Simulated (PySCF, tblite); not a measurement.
**C₅H₇N₃: geometry, infrared bands and NMR shifts**

Wanted: the infrared bands and NMR shifts of C₅H₇N₃ (`c1cnn(C2CC2)n1`), by calculation.

Programs: tblite 0.8.0 and PySCF 2.14.0, with density-fitted response routines of our own. Each step states its level of theory. These are calculated values for one molecule in the gas phase, unless marked as measured. Atoms count from 0, in the outputs and in this text.

### 1 Starting geometry

15 atoms, charge 0, multiplicity 1; geometry from: force field or distance geometry start.

Bonds of the start (Å): C0–C1 1.38, C1–N2 1.33, N2–N3 1.31, N3–C4 1.45, C4–C5 1.51, C5–C6 1.51, N3–N7 1.32, N7–C0 1.35, C6–C4 1.50, C0–H8 1.08, C1–H9 1.06, C4–H10 1.13, C5–H11 1.11, C5–H12 1.12, C6–H13 1.12, C6–H14 1.10.

### 2 Optimising the geometry with GFN2-xTB

What the job is given:

```
{"job": {"kind": "relax", "xc": "GFN2-xTB", "basis": "xTB"}, "charge": 0, "multiplicity": 1}
C      2.358600     0.317900     0.237000
C      2.528900    -0.515000    -0.851100
N      1.313300    -0.799300    -1.317700
N      0.413000    -0.168800    -0.607100
C     -1.027200    -0.212000    -0.774800
C     -1.919000    -0.486700     0.415000
C     -1.763900     0.917800    -0.113600
N      1.030200     0.506900     0.350600
H      3.103000     0.757700     0.886000
H      3.439200    -0.894300    -1.236700
H     -1.445700    -0.642700    -1.734900
H     -2.899200    -0.975000     0.236600
H     -1.359600    -0.825700     1.319700
H     -2.560600     1.329500    -0.778900
H     -1.215400     1.697600     0.442400
```

The run is started by

```bash
OMP_NUM_THREADS=1 python probes_run.py task.json out
```

One launch serves the whole session: the jobs run in the order shown.

**Question.** This job is followed by: GFN2-xTB harmonic vibrations, gas phase; GIAO PBE0/pcSseg-1 NMR shielding, non-relativistic, gas phase. Predict these results of the whole session: strongest single infrared mode (GFN2-xTB); zero-point energy (GFN2-xTB); ¹³C shifts against TMS (PBE0/pcSseg-1, means over atoms taken as alike); ¹H shifts against TMS (PBE0/pcSseg-1, means over atoms taken as alike); ¹⁵N shifts against NH3 (PBE0/pcSseg-1, means over atoms taken as alike).

The runs gave:

| quantity | value |
| --- | --- |
| strongest single infrared mode (GFN2-xTB) | 1357 cm⁻¹, 36 km/mol |
| zero-point energy (GFN2-xTB) | 74.7 kcal/mol |
| ¹³C shifts against TMS (PBE0/pcSseg-1, means over atoms taken as alike) | 137.5, 36.1, 10.8 ppm |
| ¹H shifts against TMS (PBE0/pcSseg-1, means over atoms taken as alike) | 7.57, 4.12, 1.47, 0.99 ppm |
| ¹⁵N shifts against NH3 (PBE0/pcSseg-1, means over atoms taken as alike) | 352.8, 284.2 ppm |

Over 70 steps the energy fell by 0.586 eV; of the close pairs, C4–H10 changed most, 1.132 to 1.081 Å. No mode is imaginary among the 39: a minimum at this level. The strongest single mode, at 1357 cm⁻¹, has its largest shares on N3, N7, N2 and H10 (the list is cut at 4 atoms). GFN2-xTB is a fitted tight-binding method: band positions and strengths are rough. Its intensities can rank the bands wrongly. The most deshielded hydrogen is H8, H9 (mean) (hydrogen on an aromatic CH next to a ring nitrogen), at 7.57 ppm: aromatic region. At PBE0/pcSseg-1: The widest tensor belongs to N2, N7: span 494 ppm, with a paramagnetic part of -408 ppm. NICS(1)zz of -34 ppm above the planar ring from C0 marks a diatropic (aromatic) ring current.
